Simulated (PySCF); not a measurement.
# C3H9BSi: electronic excitations and core binding energies

What electronic excitations and core binding energies should C3H9BSi (`B[SiH2]CC=C`) show?

The runs use PySCF 2.14.0, with density-fitted response routines of our own; the level of theory stands in each step. All values are computed, except where a source is named. Atoms are numbered from 0 throughout.

## Step 1: The molecule as given

14 atoms, charge 0, multiplicity 1; geometry from: GFN2-xTB.

Bonds of the start (Å): B0–Si1 1.95, Si1–C2 1.93, C2–C3 1.48, C3–C4 1.32, B0–H5 1.17, B0–H6 1.17, Si1–H7 1.47, Si1–H8 1.48, C2–H9 1.09, C2–H10 1.09, C3–H11 1.08, C4–H12 1.08, C4–H13 1.08.

## Step 2: Ultraviolet spectrum: CAM-B3LYP/def2-SVPD

Job settings and geometry (Å):

```
{"job": {"kind": "uv", "xc": "CAM-B3LYP", "basis": "def2-SVPD", "nstates": 8, "ntriplets": 3}, "charge": 0, "multiplicity": 1}
B     -2.238614    -0.363628     0.368049
Si    -1.136542     0.485168    -1.003147
C      0.378638     1.303297    -0.120496
C      1.091832     0.311357     0.718200
C      2.236741    -0.266256     0.397504
H     -3.000071     0.247459     1.014374
H     -2.136617    -1.502471     0.619077
H     -0.553658    -0.388682    -2.037890
H     -1.756231     1.588401    -1.764526
H      1.050188     1.722191    -0.868510
H      0.013304     2.121865     0.500743
H      0.590322     0.040268     1.640718
H      2.707134    -1.000090     1.029395
H      2.752896    -0.019326    -0.515656
```

Level: TDDFT CAM-B3LYP/def2-SVPD, vertical, gas phase, core orbitals frozen in the response.

Launch:

```bash
OMP_NUM_THREADS=1 python probes_run.py task.json out
```

This one command runs all jobs of the session in turn.

Standard output:

```text
coarse grid: 11552 points
cycle   1  E = -433.6277111552  dE =  2.707e-01  |g| = 2.813e-01  |ddm| = 5.196e+00
cycle   2  E = -433.6409414540  dE = -1.323e-02  |g| = 2.121e-01  |ddm| = 8.931e-01
cycle   3  E = -433.6531904346  dE = -1.225e-02  |g| = 3.023e-02  |ddm| = 3.471e-01
cycle   4  E = -433.6534908410  dE = -3.004e-04  |g| = 1.007e-02  |ddm| = 9.472e-02
cycle   5  E = -433.6535161271  dE = -2.529e-05  |g| = 2.929e-03  |ddm| = 2.085e-02
cycle   6  E = -433.6535189356  dE = -2.809e-06  |g| = 1.020e-03  |ddm| = 7.189e-03
final grid: 105112 points
cycle   7  E = -433.7219238535  dE = -2.254e-05  |g| = 3.001e-03  |ddm| = 5.916e-02
cycle   8  E = -433.7219240177  dE = -1.642e-07  |g| = 3.036e-03  |ddm| = 1.060e-02
cycle   9  E = -433.7219264657  dE = -2.448e-06  |g| = 3.611e-04  |ddm| = 4.423e-03
cycle  10  E = -433.7219264970  dE = -3.129e-08  |g| = 1.383e-04  |ddm| = 6.417e-04
cycle  11  E = -433.7219265027  dE = -5.657e-09  |g| = 2.807e-05  |ddm| = 3.178e-04
cycle  12  E = -433.7219265030  dE = -3.190e-10  |g| = 6.742e-06  |ddm| = 7.359e-05
converged SCF energy = -433.7219265030

Static polarisability (au): isotropic 79.992, principal 67.604 75.831 96.541

Singlet excitations
state   eV       nm        f      main configurations
  1   4.1058    302.0   0.02247   H->L 0.57, H-1->L 0.41
  2   4.5625    271.7   0.00859   H-1->L 0.56, H->L 0.41
  3   5.2766    235.0   0.00155   H-2->L 0.67, H-5->L 0.29
  4   6.2804    197.4   0.00098   H-5->L 0.62, H-2->L 0.31
  5   6.7426    183.9   0.17571   H-3->L 0.83
  6   6.8713    180.4   0.33603   H->L+1 0.50, H->L+2 0.35, H-3->L 0.09
  7   7.0377    176.2   0.01429   H->L+3 0.30, H->L+2 0.30, H->L+1 0.16
  8   7.3251    169.3   0.00508   H->L+3 0.47, H-4->L 0.16, H->L+2 0.14

Triplet excitations (Tamm-Dancoff, eV): 3.3517 4.2140 4.3257
```

It took 37 s on 1 thread of Arm Neoverse N1, shared host; peak memory 0.76 GiB.

The orbitals next to the gap, with their largest atomic shares:

```
orbital      eV                       atoms
 HOMO−3  -10.98   C2 26 %, C3 20 %, C4 14 %
 HOMO−2  -10.44  Si1 33 %, H7 22 %, H8 19 %
 HOMO−1  -10.00   B0 35 %, Si1 28 %, C2 7 %
   HOMO   -8.38   C4 33 %, C3 27 %, C2 15 %
   LUMO   -1.45  B0 52 %, Si1 16 %, H5 10 %
 LUMO+1    1.15   B0 35 %, C4 15 %, C3 12 %
 LUMO+2    1.40   B0 26 %, C3 19 %, C4 16 %
```

With each of the 8 states as a Gaussian band of 0.4 eV half-width at 1/e, the curve within the window shown has maxima at 298 nm (ε 1,000), 182 nm (ε 21,000) L/(mol cm). Beyond the last state computed it falls off for lack of states. The curve at chosen wavelengths:

(nm, ε (L/mol/cm)): (163, 629), (171, 6989), (178, 18272), (186, 18062), (194, 7039), (201, 1723), (209, 218), (216, 43), (224, 43), (232, 68), (239, 89), (247, 137), (255, 239), (262, 370), (270, 548), (278, 733), (285, 881), (293, 996), (301, 1013), (308, 938), (316, 776), (323, 605), (331, 419), (339, 267), (346, 171), (354, 97)

Further results of this job:

```
           property  computed
  dipole moment (D)      0.53
polarisability (Å³)     11.85
 HOMO–LUMO gap (eV)      6.94
      −ε(HOMO) (eV)      8.38
```

## Step 3: Core holes by ΔSCF: SCAN, X2C

Settings changed since step 2:

```diff
@@ -1,2 +1,2 @@
-{"job": {"kind": "uv", "xc": "CAM-B3LYP", "basis": "def2-SVPD", "nstates": 8, "ntriplets": 3}, "charge": 0, "multiplicity": 1}
+{"job": {"kind": "xps"}, "charge": 0, "multiplicity": 1}
 B     -2.238614    -0.363628     0.368049
```

Method: delta-SCF UKS SCAN, pcX-2 on the ionised atom, pcseg-1 elsewhere, spin-free X2C.

Standard output:

```text
ground state, core basis on atom 0 (B), 150 functions
  cycle   1  E = -434.42783058  |g| = 4.47e-01
  cycle   2  E = -434.38074636  |g| = 5.86e-01
  cycle   3  E = -434.48534727  |g| = 7.91e-02
  cycle   4  E = -434.48731242  |g| = 3.64e-02
  cycle   5  E = -434.48762377  |g| = 1.70e-02
  cycle   6  E = -434.48770281  |g| = 5.30e-03
  cycle   7  E = -434.48771132  |g| = 1.37e-03
  cycle   8  E = -434.48771149  |g| = 3.41e-04
  E(ground) = -434.52629961 Eh
hole in B 1s of atom 0
  cycle   1  E = -426.86410515  |g| = 1.14e+00
  cycle   2  E = -425.05826187  |g| = 1.89e+00
  cycle   3  E = -427.05193342  |g| = 5.55e-01
  cycle   4  E = -426.58034908  |g| = 7.90e-01
  cycle   5  E = -427.22047608  |g| = 2.69e-01
  cycle   6  E = -427.08632727  |g| = 5.03e-01
  cycle   7  E = -427.19713689  |g| = 3.76e-01
  cycle   8  E = -427.26181212  |g| = 2.69e-01
  cycle   9  E = -427.28874163  |g| = 2.05e-01
  cycle  10  E = -427.30680173  |g| = 1.48e-01
  cycle  11  E = -427.31456768  |g| = 1.15e-01
  cycle  12  E = -427.32153020  |g| = 7.40e-02
  cycle  13  E = -427.32526772  |g| = 3.44e-02
  cycle  14  E = -427.32628734  |g| = 9.61e-03
  cycle  15  E = -427.32636518  |g| = 3.14e-03
  cycle  16  E = -427.32637610  |g| = 9.14e-04
  cycle  17  E = -427.32637521  |g| = 1.03e-03
  cycle  18  E = -427.32637741  |g| = 1.18e-04
  E(ion) = -427.36391146 Eh   <S^2> = 1.5319   hole on atom = 1.000   binding energy = 194.899 eV
ground state, core basis on atom 1 (Si), 161 functions
  cycle   1  E = -434.58966718  |g| = 2.85e-01
  cycle   2  E = -434.58969138  |g| = 3.28e-02
  cycle   3  E = -434.58958279  |g| = 3.09e-02
  cycle   4  E = -434.58977998  |g| = 1.23e-02
  cycle   5  E = -434.58982188  |g| = 2.57e-03
  cycle   6  E = -434.58982506  |g| = 4.19e-04
  E(ground) = -434.58592885 Eh
hole in Si 1s of atom 1
  cycle   1  E = -365.68522007  |g| = 4.35e+00
  cycle   2  E = -365.31826060  |g| = 2.27e+00
  cycle   3  E = -365.53562122  |g| = 1.33e+00
  cycle   4  E = -366.68557992  |g| = 3.42e-01
  cycle   5  E = -366.70110578  |g| = 3.00e-01
  cycle   6  E = -366.74803855  |g| = 9.09e-02
  cycle   7  E = -366.75206856  |g| = 2.48e-02
  cycle   8  E = -366.75240830  |g| = 7.58e-03
  cycle   9  E = -366.75243620  |g| = 2.96e-03
  cycle  10  E = -366.75244068  |g| = 8.49e-04
  cycle  11  E = -366.75244196  |g| = 3.89e-04
  E(ion) = -366.75576967 Eh   <S^2> = 0.7524   hole on atom = 1.000   binding energy = 1845.753 eV
hole in Si 2p of atom 1
  cycle   1  E = -430.34285654  |g| = 1.24e+00
  cycle   2  E = -429.80351560  |g| = 1.30e+00
  cycle   3  E = -430.51651608  |g| = 4.83e-01
  cycle   4  E = -430.66675215  |g| = 1.16e-01
  cycle   5  E = -430.66626596  |g| = 1.16e-01
  cycle   6  E = -430.67333452  |g| = 3.22e-02
  cycle   7  E = -430.67390572  |g| = 5.97e-03
  cycle   8  E = -430.67392591  |g| = 2.58e-03
  cycle   9  E = -430.67392933  |g| = 7.82e-04
  cycle  10  E = -430.67393078  |g| = 2.90e-04
  E(ion) = -430.68103957 Eh   <S^2> = 0.7519   hole on atom = 1.002   binding energy = 106.257 eV
  2p3/2 = 106.072 eV   2p1/2 = 106.695 eV
ground state, core basis on atom 2 (C), 150 functions
  cycle   1  E = -434.49707699  |g| = 6.07e-02
  cycle   2  E = -434.49702992  |g| = 2.81e-02
  cycle   3  E = -434.49709672  |g| = 2.41e-02
  cycle   4  E = -434.49725185  |g| = 6.47e-03
  cycle   5  E = -434.49726274  |g| = 1.53e-03
  cycle   6  E = -434.49726256  |g| = 2.18e-04
  E(ground) = -434.53475222 Eh
hole in C 1s of atom 2
  cycle   1  E = -423.25158368  |g| = 1.51e+00
  cycle   2  E = -422.42535628  |g| = 1.90e+00
  cycle   3  E = -423.73906984  |g| = 4.36e-01
  cycle   4  E = -423.76357451  |g| = 3.50e-01
  cycle   5  E = -423.83267269  |g| = 6.15e-02
  cycle   6  E = -423.83430649  |g| = 1.62e-02
  cycle   7  E = -423.83443734  |g| = 6.51e-03
  cycle   8  E = -423.83446469  |g| = 1.86e-03
  cycle   9  E = -423.83446910  |g| = 1.01e-03
  cycle  10  E = -423.83446971  |g| = 5.92e-04
  cycle  11  E = -423.83447239  |g| = 4.11e-04
  E(ion) = -423.87031357 Eh   <S^2> = 0.7690   hole on atom = 1.000   binding energy = 290.194 eV
ground state, core basis on atom 3 (C), 150 functions
  cycle   1  E = -434.49810213  |g| = 5.83e-02
  cycle   2  E = -434.49796040  |g| = 3.02e-02
  cycle   3  E = -434.49792782  |g| = 3.18e-02
  cycle   4  E = -434.49818363  |g| = 6.53e-03
  cycle   5  E = -434.49819494  |g| = 4.86e-04
  E(ground) = -434.53616829 Eh
hole in C 1s of atom 3
  cycle   1  E = -423.24565215  |g| = 1.51e+00
  cycle   2  E = -421.13924092  |g| = 2.17e+00
  cycle   3  E = -422.51470407  |g| = 1.23e+00
  cycle   4  E = -423.79821385  |g| = 1.85e-01
  cycle   5  E = -423.79663433  |g| = 1.90e-01
  cycle   6  E = -423.81906992  |g| = 8.03e-02
  cycle   7  E = -423.82245705  |g| = 1.75e-02
  cycle   8  E = -423.82270302  |g| = 6.79e-03
  cycle   9  E = -423.82279300  |g| = 5.74e-03
  cycle  10  E = -423.82286397  |g| = 3.80e-03
  cycle  11  E = -423.82291709  |g| = 2.15e-03
  cycle  12  E = -423.82293341  |g| = 7.90e-04
  cycle  13  E = -423.82293520  |g| = 3.44e-04
  E(ion) = -423.85971010 Eh   <S^2> = 0.8355   hole on atom = 1.000   binding energy = 290.521 eV
ground state, core basis on atom 4 (C), 150 functions
  cycle   1  E = -434.49760878  |g| = 6.18e-02
  cycle   2  E = -434.49685825  |g| = 6.08e-02
  cycle   3  E = -434.49744093  |g| = 3.80e-02
  cycle   4  E = -434.49782852  |g| = 6.03e-03
  cycle   5  E = -434.49783720  |g| = 6.76e-04
  cycle   6  E = -434.49783853  |g| = 2.64e-04
  E(ground) = -434.53581494 Eh
hole in C 1s of atom 4
  cycle   1  E = -423.26784556  |g| = 1.51e+00
  cycle   2  E = -422.33589042  |g| = 1.89e+00
  cycle   3  E = -423.75033059  |g| = 4.24e-01
  cycle   4  E = -423.80986262  |g| = 2.58e-01
  cycle   5  E = -423.84661403  |g| = 7.30e-02
  cycle   6  E = -423.84907727  |g| = 1.54e-02
  cycle   7  E = -423.84923439  |g| = 6.81e-03
  cycle   8  E = -423.84926826  |g| = 3.67e-03
  cycle   9  E = -423.84927950  |g| = 1.71e-03
  cycle  10  E = -423.84928333  |g| = 5.08e-04
  cycle  11  E = -423.84928483  |g| = 1.88e-04
  E(ion) = -423.88652154 Eh   <S^2> = 0.7795   hole on atom = 1.000   binding energy = 289.782 eV
```

Run time: 2 min. Hardware: 1 thread of Arm Neoverse N1, shared host; peak memory 0.63 GiB.

Binding energies by hole, beside the orbital energy of the ground state; the difference holds orbital relaxation and, for a density functional, its self-interaction error:

```
       hole  stands for                   environment  ΔSCF (eV; 2p as the shell's mean)  −ε (eV)   ⟨S²⟩
  B1s on B0          B0       boron bonded to Si, 2 H                  194.90 (doubtful)    180.5  1.532
Si1s on Si1         Si1   silicon bonded to C, B, 2 H                            1845.75   1792.8  0.752
Si2p on Si1         Si1   silicon bonded to C, B, 2 H                             106.28     95.7  0.752
  C1s on C2          C2  allylic sp3 CH2 bonded to Si                             290.19    273.7  0.769
  C1s on C3          C3                     alkene CH                             290.52    273.8  0.835
  C1s on C4          C4          terminal =CH2 carbon                             289.78    273.2  0.779
```

Doubtful: the ion did not converge, its hole moved, or its ⟨S²⟩ is well above 0.75.

With the spin-orbit splitting: Si1 2p3/2 106.07, 2p1/2 106.70 eV. The table gives each 2p level as the mean over the whole 2p shell (two parts 2p3/2, one part 2p1/2), which differs a little from the single hole in the log.

## Step 4: Summary of results

| quantity | value |
| --- | --- |
| lowest singlet (CAM-B3LYP/def2-SVPD) | 4.11 eV (302 nm), f = 0.022 |
| brightest single state of those computed | state 6, 6.87 eV, f = 0.336 |
| lowest triplet | 3.35 eV |
| C1s binding energies, SCAN/pcX-2 | C3 290.52, C2 290.19, C4 289.78 eV |
| Si1s binding energies, SCAN/pcX-2 | Si1 1845.75 eV |
| Si2p binding energies, SCAN/pcX-2 | Si1 106.28 eV |

What this shows: The lowest singlet, at 4.11 eV, is HOMO→LUMO 0.57, HOMO−1→LUMO 0.41 and is weak; of the 8 states computed, the strongest absorption comes from state 6 at 6.87 eV. The lowest triplet lies 0.75 eV below the lowest singlet (triplets in Tamm-Dancoff, singlets in full TDDFT). C3 (alkene CH) binds its C1s electron 0.74 eV more tightly than C4 (terminal =CH2 carbon).
